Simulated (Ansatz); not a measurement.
# C₂H₈BNS: a ladder of functionals and wavefunction methods

An exercise on one series of results from a longer session: the logs are not shown, and one member is left open.

The runs use Ansatz 0.2.0, Gaussian basis; functionals in def2-TZVPP, the program's frozen cores in correlated methods.

Plan: PBE-D4, r2SCAN-D4, PBE0-D4, B3LYP-D4, ωB97X-V, ωB97M-V, B2PLYP; CCSD(T)/def2-TZVPP; MP2/def2-QZVPP; extrapolation to the limit.

## Structure used throughout

An earlier PBE0-D4 in a triple-zeta def2 set relaxation fixed the geometry.

13 atoms, charge 0, spin multiplicity 1.

Atoms are counted from 1 here; the program's logs count them from 0.

Bond lengths: B1–C2 1.576 Å, B1–S5 1.938 Å, B1–H6 1.212 Å, B1–H7 1.208 Å, C2–C3 1.484 Å, C2–N4 1.308 Å, C3–H8 1.096 Å, C3–H9 1.087 Å, C3–H10 1.094 Å, N4–H11 1.009 Å, N4–H12 1.010 Å, S5–H13 1.343 Å. Angles: C2–B1–S5 96.2°, C2–B1–H6 112.3°, C2–B1–H7 111.8°, S5–B1–H6 113.2°, S5–B1–H7 106.1°, H6–B1–H7 115.5°, B1–C2–C3 123.3°, B1–C2–N4 120.0°, C3–C2–N4 116.6°, C2–C3–H8 107.1°, C2–C3–H9 110.1°, C2–C3–H10 113.6°, H8–C3–H9 107.7°, H8–C3–H10 108.4°, H9–C3–H10 109.7°, C2–N4–H11 118.8°, C2–N4–H12 123.0°, H11–N4–H12 118.1° and more.

The first run:

in.yaml

```yaml
crystal:
  periodic: [false, false, false]
  atoms:
    - {symbol: B, position_ang: [0.550573, 1.055206, 0.750568]}
    - {symbol: C, position_ang: [-0.175961, -0.223235, 0.183149]}
    - {symbol: C, position_ang: [-1.399797, -0.161733, -0.653887]}
    - {symbol: N, position_ang: [0.304510, -1.413463, 0.432551]}
    - {symbol: S, position_ang: [1.425050, 1.549712, -0.906206]}
    - {symbol: H, position_ang: [1.328991, 0.784380, 1.638978]}
    - {symbol: H, position_ang: [-0.230233, 1.943470, 0.995583]}
    - {symbol: H, position_ang: [-2.257071, -0.146320, 0.029142]}
    - {symbol: H, position_ang: [-1.416015, 0.762703, -1.226366]}
    - {symbol: H, position_ang: [-1.512264, -1.014804, -1.328941]}
    - {symbol: H, position_ang: [1.096581, -1.497759, 1.052256]}
    - {symbol: H, position_ang: [-0.045621, -2.251355, -0.008453]}
    - {symbol: H, position_ang: [2.351756, 0.578600, -0.943572]}
basis:
  gaussian: {orbitals: def2-TZVPP}
hamiltonian: {xc: pbe, dispersion: d4}
output: {forces: true, orbitals: {seedname: orbitals}}
```

Command:

```
$ ansatz run in.yaml --threads 4 --pin off --events-out ev --progress --plain --max-ram 10444MiB
```

Steps of the session up to this table: PBE-D4 (GGA); r2SCAN-D4 (meta-GGA); PBE0-D4 (hybrid); B3LYP-D4 (hybrid); ωB97X-V (range-separated); ωB97M-V (range-separated); B2PLYP (double hybrid); CCSD(T) in def2-TZVPP; MP2 in def2-QZVPP.

One table of the session follows, with a row left open; its other results are not shown here.

It belongs to the step «Atomisation energies». 

```
            method  atomisation energy (kJ/mol)
            PBE-D4                       4857.4
         r2SCAN-D4                       4762.6
           PBE0-D4                       4775.0
          B3LYP-D4                       4759.6
           ωB97X-V                       4750.5
           ωB97M-V                       4765.1
            B2PLYP                       4688.8
     HF/def2-TZVPP                       3444.0
    MP2/def2-TZVPP                       4648.9
   CCSD/def2-TZVPP                       4529.6
CCSD(T)/def2-TZVPP                       4600.2
           MP2/CBS                       4767.9
       CCSD(T)/CBS                            ?
```

**Question.** Estimate the row for CCSD(T)/CBS.

The run gave: atomisation energy (kJ/mol): 4719.2. In the column «atomisation energy (kJ/mol)» it lies between B2PLYP (4688.8) and ωB97X-V (4750.5).

Limits of these values: Free atoms (1 B, 2 C, 1 N, 1 S, 8 H) were run apart at each level; the atomisation energy is their sum less the molecule, without zero-point or spin-orbit terms.
